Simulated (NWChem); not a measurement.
# C2H8Si (SMILES C[SiH2]C) at B3LYP/def2-TZVP

Aim: the electronic atomisation energy of C2H8Si at B3LYP/def2-TZVP, from 4 runs. 

The results are computed with NWChem 7.3.0.

## 1. The structure to begin with

C2H8Si: 11 atoms, total charge 0, spin state singlet. SMILES: `C[SiH2]C`. Geometry: relaxed at PBE0-D4/def2-TZVP.

Bond lengths: C1–Si2 1.872 Å, Si2–C3 1.872 Å, C1–H4 1.092 Å, C1–H5 1.093 Å, C1–H6 1.093 Å, Si2–H7 1.491 Å, Si2–H8 1.491 Å, C3–H9 1.093 Å, C3–H10 1.092 Å, C3–H11 1.093 Å. Some angles: C1–Si2–C3 111.5°, C1–Si2–H7 109.5°, C1–Si2–H8 109.5°, C3–Si2–H7 109.5°, C3–Si2–H8 109.5°, Si2–C1–H4 111.0°, Si2–C1–H5 110.9°, Si2–C1–H6 110.9°, Si2–C3–H9 110.9°, Si2–C3–H10 111.0°.

## 2. The energy at B3LYP/def2-TZVP (run 1)

Input file mol.xyz:

```xyz
11

C     -1.050200     0.967200    -0.661200
Si    -0.309200    -0.653200    -0.087600
C      1.346600    -0.392300     0.745700
H     -2.015800     0.806900    -1.146100
H     -0.391700     1.464600    -1.377800
H     -1.204900     1.644900     0.182100
H     -0.139900    -1.564200    -1.256100
H     -1.245100    -1.319300     0.863300
H      2.058200     0.075200     0.060400
H      1.772600    -1.342000     1.077400
H      1.244800     0.255200     1.620300
```

Input file mol.nw:

```
echo
start mol
memory 2200 mb
geometry noautosym nocenter noautoz
load format xyz mol.xyz
end
basis spherical bse
* library def2-TZVP
end
dft
xc b3lyp
mult 1
grid medium
convergence energy 1e-08
iterations 100
mulliken
print low
end
task dft
```

On the command line:

```sh
$ nwchem mol.nw > mol.out
```

The log of the run:

```text
[...]
 d= 0,ls=0.0,diis     1   -370.5699559811 -4.85D+02  2.81D-03  5.34D-01     4.2
[...]
 d= 0,ls=0.0,diis     8   -370.6040354516 -1.49D-10  2.45D-07  3.34D-09    28.6
         Total DFT energy =     -370.604035451576
      One electron energy =     -735.457680462000
           Coulomb energy =      285.524237954372
    Exchange-Corr. energy =      -34.829105433545
 Nuclear repulsion energy =      114.158512489598
[...]
      Total Density - Mulliken Population Analysis
     ---------------------------------------------
    Atom       Charge   Shell Charges
 -----------   ------   -------------------------------------------------------
    1 C    6     6.46   0.85  1.12  0.52  0.64  0.12  1.35  1.31  0.52  0.01  0.01  0.00
    2 Si  14    13.66   2.00  0.57  1.39  0.89  0.42  4.13  1.68  0.64  1.29  0.28  0.15  0.17  0.04
    3 C    6     6.46   0.85  1.12  0.52  0.64  0.12  1.35  1.31  0.52  0.01  0.01  0.00
    4 H    1     0.88   0.27  0.48  0.10  0.02
    5 H    1     0.88   0.27  0.48  0.11  0.02
    6 H    1     0.88   0.27  0.48  0.11  0.02
    7 H    1     1.07   0.25  0.54  0.27  0.01
    8 H    1     1.07   0.25  0.54  0.27  0.01
    9 H    1     0.88   0.27  0.48  0.11  0.02
   10 H    1     0.88   0.27  0.48  0.10  0.02
[...]
```

Wall time 29 s (1 thread of Intel Xeon 6975P-C (Granite Rapids), shared host); peak memory 0.12 GiB.

## 3. The C atom, same level (run 2)

Input file calc.nw:

```
start calc
memory total 2200 mb

geometry noautosym nocenter noautoz
  C     0.000000    0.000000    0.000000
end

basis spherical bse
  * library def2-TZVP
end

dft
  xc b3lyp
  mult 3
  grid medium
  convergence energy 1e-08
  maxiter 100
  mulliken
  noprint "final vectors analysis"
end

task dft energy
```

Run the same way, it converges to -37.85948 Eh (log not shown).

## 4. The H atom at the same level (run 3)

Input file work.nw:

```
start work
title "H B3LYP"
memory stack 880 mb heap 220 mb global 1100 mb
charge 0

geometry noautosym nocenter noautoz
  H     0.000000    0.000000    0.000000
end

basis spherical bse
  H library def2-TZVP
end

dft
  xc b3lyp
  mult 2
  grid medium
  convergence energy 1e-08
  iterations 100
  mulliken
  noprint "final vectors analysis"
end

task dft energy
```

Run the same way, it converges to -0.50215 Eh (log not shown).

## 5. The Si atom, same level (run 4)

Input file test.nw:

```
start test
memory stack 880 mb heap 220 mb global 1100 mb
geometry units angstroms noautosym nocenter noautoz
Si       0.000000       0.000000       0.000000
end
basis spherical bse
* library def2-TZVP
end
dft
xc b3lyp
mult 3
grid medium
convergence energy 1e-08
maxiter 100
mulliken
print low
end
task dft energy
```

Run the same way, it converges to -289.39206 Eh (log not shown).

## 6. The series

| run | level | partner | energy (Eh) | wall time |
| --- | --- | --- | --- | --- |
| 1 | B3LYP/def2-TZVP | base | -370.604035 | 29 s |
| 2 | UB3LYP/def2-TZVP | atoms | -37.859478 | 0.88 s |
| 3 | UB3LYP/def2-TZVP | atoms | -0.502154 | 0.58 s |
| 4 | UB3LYP/def2-TZVP | atoms | -289.392056 | 1.3 s |

## 7. Summary of results

Level: B3LYP/def2-TZVP.

| quantity | value |
| --- | --- |
| Si atom: total energy | -289.39206 Eh |
| Si atom: ⟨S²⟩ | 2.004 |
| electronic atomisation energy | 40.158 eV |

Taking the molecule apart into free atoms costs 40.16 eV (3875 kJ/mol), before zero-point energy and without spin-orbit coupling. All runs together took 32 s, the longest 29 s.
